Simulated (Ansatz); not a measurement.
# AlH₅N₂O: basis-set convergence

The task here is to estimate one member of a computed series from the others.

The runs use Ansatz 0.2.0, Gaussian basis; one geometry, several basis sets.

Levels to be run: PBE0-D4/def2-SVP; ωB97M-V/def2-SVP; PBE0-D4/def2-QZVPP; ωB97M-V/def2-QZVPP; CCSD(T)/cc-pV(D+d)Z; CCSD(T)/cc-pV(T+d)Z; CCSD(T)/cc-pV(Q+d)Z; the functionals' def2-TZVPP values are taken from earlier runs.

## The geometry

The geometry comes from an earlier relaxation with PBE0-D4 in a triple-zeta def2 set; it is a stationary point, not always the lowest conformer.

SMILES `[NH2][Al]([NH2])[OH]`, 9 atoms, charge 0, spin multiplicity 1.

Atoms are counted from 1 here; the program's logs count them from 0.

Bond lengths: N1–Al2 1.763 Å, N1–H5 1.005 Å, N1–H6 1.006 Å, Al2–N3 1.768 Å, Al2–O4 1.698 Å, N3–H7 1.006 Å, N3–H8 1.006 Å, O4–H9 0.954 Å. Angles: Al2–N1–H5 125.9°, Al2–N1–H6 123.6°, H5–N1–H6 110.5°, N1–Al2–N3 121.3°, N1–Al2–O4 116.6°, N3–Al2–O4 122.1°, Al2–N3–H7 124.8°, Al2–N3–H8 125.2°, H7–N3–H8 110.0°, Al2–O4–H9 124.5°.

Coordinates:

```tsv
atom	x (Å)	y (Å)	z (Å)
N1	-0.3642	1.2079	-1.1531
Al2	-0.1884	0.0542	0.1682
N3	1.1001	-1.1568	0.1646
O4	-1.3155	0.1701	1.4327
H5	0.2208	1.2638	-1.9687
H6	-1.0828	1.9112	-1.1862
H7	1.7892	-1.2608	-0.5611
H8	1.2532	-1.8424	0.8844
H9	-1.3238	-0.3935	2.2020
```

The first run:

in.yaml reads:

```yaml
crystal:
  periodic: [false, false, false]
  atoms:
    - {symbol: N, position_ang: [-0.364230, 1.207867, -1.153117]}
    - {symbol: Al, position_ang: [-0.188439, 0.054218, 0.168162]}
    - {symbol: N, position_ang: [1.100059, -1.156777, 0.164636]}
    - {symbol: O, position_ang: [-1.315503, 0.170150, 1.432691]}
    - {symbol: H, position_ang: [0.220759, 1.263824, -1.968671]}
    - {symbol: H, position_ang: [-1.082831, 1.911159, -1.186165]}
    - {symbol: H, position_ang: [1.789247, -1.260802, -0.561101]}
    - {symbol: H, position_ang: [1.253202, -1.842355, 0.884448]}
    - {symbol: H, position_ang: [-1.323763, -0.393482, 2.202016]}
basis:
  gaussian: {orbitals: def2-SVP}
hamiltonian: {xc: pbe0, dispersion: d4}
output: {orbitals: {seedname: orbitals}}
```

The run is started by

```sh
ansatz run in.yaml --threads 2 --pin off --events-out ev --progress --plain --max-ram 32768MiB --backend cpu
```

Among the steps run: PBE0-D4 in def2-SVP; ωB97M-V in def2-SVP; PBE0-D4 in def2-QZVPP; ωB97M-V in def2-QZVPP.

One of the session's tables, all rows but one given; the rest of the session is left out.

| functional | basis | HOMO (eV) | LUMO (eV) |
| --- | --- | --- | --- |
| PBE0-D4 | def2-SVP | -6.52 | 0.48 |
| PBE0-D4 | def2-TZVPP | -6.89 | 0.08 |
| PBE0-D4 | def2-QZVPP | ? | ? |
| ωB97M-V | def2-SVP | -8.90 | 2.03 |
| ωB97M-V | def2-TZVPP | -9.28 | 1.55 |
| ωB97M-V | def2-QZVPP | -9.37 | 1.09 |

**Question.** Estimate the row for PBE0-D4, def2-QZVPP.

The run gave: HOMO (eV): -6.98; LUMO (eV): -0.21. In the column «HOMO (eV)» it lies between ωB97M-V, def2-SVP (-8.90) and PBE0-D4, def2-TZVPP (-6.89).
